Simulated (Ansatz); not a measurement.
**Cl2HOSTa: a ladder of functionals and wavefunction methods**

The task here is to estimate one member of a computed series from the others.

Program: Ansatz 0.2.0, Gaussian basis. Level of theory: functionals in def2-TZVPP, the program's frozen cores in correlated methods. These are calculated values, not measurements.

Plan: LDA (SPW92), PBE-D4, revPBE-D4, BLYP-D4, r2SCAN-D4, B97M-V, PBE0-D4, B3LYP-D4, r2SCANh-D4, r2SCAN0-D4, HSE06-D4, BHLYP-D4, CAM-B3LYP-D4, LC-ωPBE, ωB97X-V, ωB97M-V, B2PLYP, PBE-QIDH; CCSD(T)/def2-SVP; CCSD(T)/def2-TZVPP; MP2/def2-QZVPP; extrapolation to the limit; RPA on PBE.

### The relaxed structure

All runs share one geometry, relaxed beforehand with PBE0-D4 in a triple-zeta def2 set. Ta takes the def2 core potential; no spin-orbit term is included.

6 atoms, charge 0, spin multiplicity 1.

Atoms are counted from 1 here; the program's logs count them from 0.

Bond lengths: O1–Ta2 1.870 Å, O1–H6 0.959 Å, Ta2–S3 2.147 Å, Ta2–Cl4 2.285 Å, Ta2–Cl5 2.285 Å. Angles: Ta2–O1–H6 131.9°, O1–Ta2–S3 108.4°, O1–Ta2–Cl4 109.3°, O1–Ta2–Cl5 109.3°, S3–Ta2–Cl4 109.1°, S3–Ta2–Cl5 109.1°, Cl4–Ta2–Cl5 111.6°.

Set-up of the first run:

Input file in.yaml:

```yaml
crystal:
  periodic: [false, false, false]
  atoms:
    - {symbol: O, position_ang: [-0.889771, 0.587814, 1.047251]}
    - {symbol: Ta, position_ang: [0.155091, -0.076304, -0.353693]}
    - {symbol: S, position_ang: [1.557300, -1.486881, 0.455065]}
    - {symbol: Cl, position_ang: [-1.192400, -1.140938, -1.861119]}
    - {symbol: Cl, position_ang: [1.301332, 1.646685, -1.322689]}
    - {symbol: H, position_ang: [-0.889451, 0.405623, 1.989086]}
basis:
  gaussian: {orbitals: def2-TZVPP}
hamiltonian: {xc: lda}
output: {orbitals: {seedname: orbitals}}
```

On the command line:

```bash
$ ansatz run in.yaml --threads 4 --pin off --events-out ev --progress --plain --max-ram 10444MiB
```

Among the steps run: LDA; PBE-D4 (GGA); revPBE-D4 (GGA); BLYP-D4 (GGA); r2SCAN-D4 (meta-GGA); B97M-V (meta-GGA); PBE0-D4 (hybrid); B3LYP-D4 (hybrid); r2SCANh-D4 (hybrid); r2SCAN0-D4 (hybrid); HSE06-D4 (hybrid); BHLYP-D4 (hybrid); CAM-B3LYP-D4 (range-separated); LC-ωPBE (range-separated); ωB97X-V (range-separated); ωB97M-V (range-separated); B2PLYP (double hybrid); PBE-QIDH (double hybrid).

One table of the session follows, with a row left open; its other results are not shown here.

It belongs to the step «Frontier levels by functional». 

| functional | HOMO (eV) | LUMO (eV) | gap (eV) |
| --- | --- | --- | --- |
| LDA (SPW92) | -7.01 | -3.32 | 3.69 |
| PBE-D4 | -6.84 | -3.10 | 3.75 |
| revPBE-D4 | -6.78 | -3.02 | 3.77 |
| BLYP-D4 | -6.65 | -2.95 | 3.70 |
| r2SCAN-D4 | -7.15 | -3.02 | 4.13 |
| B97M-V | -7.15 | -2.94 | 4.21 |
| PBE0-D4 | -8.02 | -2.36 | 5.65 |
| B3LYP-D4 | -7.75 | -2.53 | 5.22 |
| r2SCANh-D4 | -7.58 | -2.74 | 4.84 |
| r2SCAN0-D4 | -8.21 | -2.30 | 5.91 |
| HSE06-D4 | -7.62 | -2.74 | 4.88 |
| BHLYP-D4 | -8.99 | -1.43 | 7.55 |
| CAM-B3LYP-D4 | -9.23 | -1.29 | 7.95 |
| LC-ωPBE | -10.58 | -0.23 | 10.35 |
| ωB97X-V | -10.24 | -0.28 | 9.96 |
| ωB97M-V | ? | ? | ? |

Q: Estimate the row for ωB97M-V from the others.

**Answer.** HOMO (eV): -10.07; LUMO (eV): -0.30; gap (eV): 9.77. In the column «HOMO (eV)» it lies between ωB97X-V (-10.24) and CAM-B3LYP-D4 (-9.23).
